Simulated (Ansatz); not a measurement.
# Ni4H8NO8: the cost of one run

All numbers below are computed with Ansatz 0.2.0 (DFT LDA, plane waves, PAW, scalar-relativistic, collinear spin).

### Step 1. The starting structure

The cell holds 21 atoms (H8NNi4O8): a = 6.288 Å, b = 6.294 Å, c = 6.720 Å, α = 86.23°, β = 86.03°, γ = 60.04°.

The coordinates stand in the first input below.

### Step 2. Relaxing the start

Input file input.yaml:

```yaml
crystal:
  lattice:
    - [6.288177, 0.0, 0.0]
    - [3.143316, 5.452883, 0.0]
    - [0.465655, 0.241837, 6.699983]
  atoms:
    - { symbol: Ni, position: [0.056043, 0.4440842, -2.0e-06], spin: 0.8 }
    - { symbol: H, position: [0.3786985, 0.2622495, 0.2969675] }
    - { symbol: H, position: [0.235856, 0.123001, 0.702998] }
    - { symbol: O, position: [0.3813255, 0.2711502, 0.152602] }
    - { symbol: O, position: [0.2298385, 0.117754, 0.847434] }
    - { symbol: Ni, position: [0.056043, 0.9440842, -2.0e-06], spin: 0.8 }
    - { symbol: H, position: [0.3786985, 0.7622495, 0.2969675] }
    - { symbol: H, position: [0.235856, 0.623001, 0.702998] }
    - { symbol: O, position: [0.3813255, 0.7711502, 0.152602] }
    - { symbol: O, position: [0.2298385, 0.617754, 0.847434] }
    - { symbol: Ni, position: [0.556043, 0.4440842, -2.0e-06], spin: 0.8 }
    - { symbol: H, position: [0.8786985, 0.2622495, 0.2969675] }
    - { symbol: H, position: [0.735856, 0.123001, 0.702998] }
    - { symbol: O, position: [0.8813255, 0.2711502, 0.152602] }
    - { symbol: O, position: [0.7298385, 0.117754, 0.847434] }
    - { symbol: Ni, position: [0.556043, 0.9440842, -2.0e-06], spin: 0.8 }
    - { symbol: H, position: [0.8786985, 0.7622495, 0.2969675] }
    - { symbol: H, position: [0.735856, 0.623001, 0.702998] }
    - { symbol: O, position: [0.8813255, 0.7711502, 0.152602] }
    - { symbol: O, position: [0.7298385, 0.617754, 0.847434] }
    - { symbol: "N", position: [0.5845924, 0.460453, 0.51551], spin: 1.0 }
magnetization:
  spin_polarized: true
basis:
  ecutwfc: 420.0
kpoints:
  mp_grid: { grid: [2, 2, 1] }
hamiltonian:
  xc: lda
scf:
  occupations: { method: fermi_dirac, width: 0.05 }
  lower_state_search: "off"
relax:
  f_tol: 0.08
  max_steps: 25
  adjacent_minimum: "off"
```

Launch:

```sh
$ ansatz run input.yaml --threads 1 --pin off --max-ram 3072MiB --backend cpu --events-out ev --progress --plain --runs-dir out
```

What time and memory should one allow on 1 thread of Arm Neoverse V1, shared host?

About 1.7 min, with a peak of 0.57 GiB.
